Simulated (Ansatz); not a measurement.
This script makes a formation energy from the elements of LaAg3 and its elements with Ansatz 0.2.0 through its Python package.

`laag3_laag3.vasp`
```text
LaAg3
1.0
   0.00000000    3.57051178    3.57051178
   3.57051178    0.00000000    3.57051178
   3.57051178    3.57051178    0.00000000
La Ag
1 3
Direct
   0.00000000    0.00000000    0.00000000
   0.25000000    0.25000000    0.25000000
   0.75000000    0.75000000    0.75000000
   0.50000000    0.50000000    0.50000000
```

Input file `laag3_la.extxyz`:
```text
4
Lattice="3.77 0.0 0.0 -1.885 3.26491577 0.0 0.0 0.0 12.159" Properties=species:S:1:pos:R:3 pbc="T T T"
La    0.00000000    0.00000000    0.00000000
La    0.00000000    0.00000000    6.07950000
La   -0.00000000    2.17661051    9.11925000
La    1.88500000    1.08830526    3.03975000
```

Contents of `laag3_ag.extxyz`:
```text
1
Lattice="0.0 2.04275 2.04275 2.04275 0.0 2.04275 2.04275 2.04275 0.0" Properties=species:S:1:pos:R:3 pbc="T T T"
Ag    0.00000000    0.00000000    0.00000000
```

The script, `formation_laag3.py`:
```python
"""Heat of formation of LaAg3 at zero temperature, after relaxing cells and atoms."""

from collections import Counter

import ansatz
from ase.io import read
import numpy as np


def run_phase(name, crystal):
    calc = (
        crystal.calculation()
        .functional("pbesol")
        .basis(420)  # cutoff of the orbital basis
        .scf(tolerance=1e-07)
        .kpoints(spacing=0.27)  # sampling of the Brillouin zone
        .occupations("gaussian", width=0.05)  # smearing steadies the SCF of a metal
        .stress()
    )
    calc = calc.relax(force_tolerance=0.02, max_steps=60, cell=True)
    return calc.run()


def counts(outcome):
    return Counter(site.symbol for site in outcome.lattice.sites)

def formation_energy(outcome, mu):
    n = counts(outcome)
    return (outcome.report["energy_sigma0_ev"] - sum(k * mu[element] for element, k in n.items())) / sum(n.values())


def volume_per_atom(outcome):
    return abs(np.linalg.det(outcome.lattice.cell_ang)) / len(outcome.lattice.sites)

phases = {}
atoms = read("laag3_laag3.vasp", format="vasp")
laag3 = ansatz.Crystal.from_ase(atoms)
phases["LaAg3"] = laag3
la = ansatz.Crystal.from_extxyz("laag3_la.extxyz")
phases["La"] = la
ag = ansatz.Crystal.from_extxyz("laag3_ag.extxyz")
phases["Ag"] = ag

done = {name: run_phase(name, crystal) for name, crystal in phases.items()}

# energy of one atom in its reference phase
references = {"La": "La", "Ag": "Ag"}
mu = {element: done[name].report["energy_sigma0_ev"] / len(done[name].lattice.sites) for element, name in references.items()}

target = done["LaAg3"]
heat = formation_energy(target, mu)
for element, value in mu.items():
    print(f"mu({element}) = {value:.4f} eV from {references[element]}, {volume_per_atom(done[references[element]]):.2f} A^3/atom")
print(f"formation energy of LaAg3: {heat:.4f} eV/atom = {96.4853 * heat:.1f} kJ/mol of atoms")
```

Is LaAg3 bound against its elements at this level, and by how much?

The formation energy is -0.159 eV an atom (-15.3 kJ per mole of atoms), so LaAg3 lies below the reference phases.

What the script printed:

Output of `python formation_laag3.py`:
```text
DeckWarning: relax.cell: scf.convergence.dr2_threshold = 1e-7 eV (the SCF's general default) is looser than the 4e-10 eV advised for a relaxation that steers and ends on the stress (1e-10 eV for each [...]
DeckWarning: relax.cell: scf.convergence.dr2_threshold = 1e-7 eV (the SCF's general default) is looser than the 1e-10 eV advised for a relaxation that steers and ends on the stress (1e-10 eV for each [...]
mu(La) = -6161.2812 eV from La, 33.92 A^3/atom
mu(Ag) = -7522.2319 eV from Ag, 16.70 A^3/atom
formation energy of LaAg3: -0.1587 eV/atom = -15.3 kJ/mol of atoms
```
(Warnings from the package without file and line, shortened.)

Caveats:
- Absolute energies stand on the zero of these potentials, so only differences at equal settings mean something.
- The cells come from databases of deposited and of computed structures, and not all need be stable phases.
- The compound is the structure given, not necessarily its lowest; energies are at zero temperature, with no correction for gases. A semilocal functional's error on such energies is often 0.05 to 0.1 eV an atom, and 0.1 to 0.3 eV against gases such as O2 or F2.
- Hardware and time: 37 s on 1 thread of Arm Neoverse V2 (shared host), peak memory 0.55 GiB.

(Lines on the test bed's own set-up are left out of the output.)
